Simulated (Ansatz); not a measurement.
# Sr2PrF3: the cost of one run

Method: DFT PBE, scalar-relativistic, plane waves, PAW; 4f electrons in the core of a trivalent norm-conserving potential, in Ansatz 0.2.0.

1 further run of the same task is left out (it didn't finish).

## Step 1: The starting structure

It takes space group P6/mmm (No. 191, hexagonal). Conventional cell: a = 6.399 Å, b = 6.399 Å, c = 3.587 Å, α = 90.00°, β = 90.00°, γ = 120.00°. Around Sr (site symmetry -6m2) lie 6 F at 2.57 Å. Around Pr (site symmetry 6/mmm) lie 2 Pr at 3.59 Å and 12 F at 3.67 Å and 6 Sr at 3.69 Å. Around F (site symmetry mmm) lie 4 Sr at 2.57 Å and 4 Pr at 3.67 Å.

Coordinates:

```xyz
6
Lattice="6.3988 0.0000 0.0000 -3.1994 5.5415 0.0000 0.0000 0.0000 3.5873" Properties=species:S:1:pos:R:3 pbc="T T T"
Sr    0.0000    3.6944    1.7937
Sr    3.1994    1.8472    1.7937
Pr    0.0000    0.0000    1.7937
F    -1.5997    2.7708    0.0000
F     3.1994    0.0000    0.0000
F     1.5997    2.7708    0.0000
```

A structure generator made this guess: species swapped into a database cell of ScB2Ir3 (P6/mmm, No. 191), with Pr on the Sc sites, Sr on the B sites and F on the Ir sites. The dimensions are guesses.

## Step 2: Probe: one point on a coarse mesh

input.yaml

```yaml
crystal:
  lattice:
    - [6.39880943, 0.0, 0.0]
    - [-3.19940472, 5.54153152, 0.0]
    - [0.0, 0.0, 3.58733043]
  atoms:
    - { symbol: Sr, position: [0.33333333, 0.66666667, 0.5] }
    - { symbol: Sr, position: [0.66666667, 0.33333333, 0.5] }
    - { symbol: Pr, position: [0.0, 0.0, 0.5] }
    - { symbol: F, position: [0.0, 0.5, 0.0] }
    - { symbol: F, position: [0.5, 0.0, 0.0] }
    - { symbol: F, position: [0.5, 0.5, 0.0] }
basis:
  ecutwfc: 660
kpoints:
  mp_grid: { grid: [3, 3, 6] }
hamiltonian:
  xc: pbe
  pseudopotentials:
    kind: paw
    azcp: { Pr: "pseudopotentials/pbe/nc/lanthanide_3plus/Pr.nc.azcp" }
scf:
  occupations: { method: gaussian, width: 0.1 }
  lower_state_search: "off"
output:
  forces: true
  stress: true
  eigenvalues: true
```

Run with:

```sh
$ ansatz run input.yaml --threads 1 --pin off --max-ram 2560MiB --backend cpu --events-out ev --progress --plain --runs-dir out
```

What time and memory should one allow on 1 thread of Arm Neoverse V1, shared host?

About 7.2 s, with a peak of 0.41 GiB.
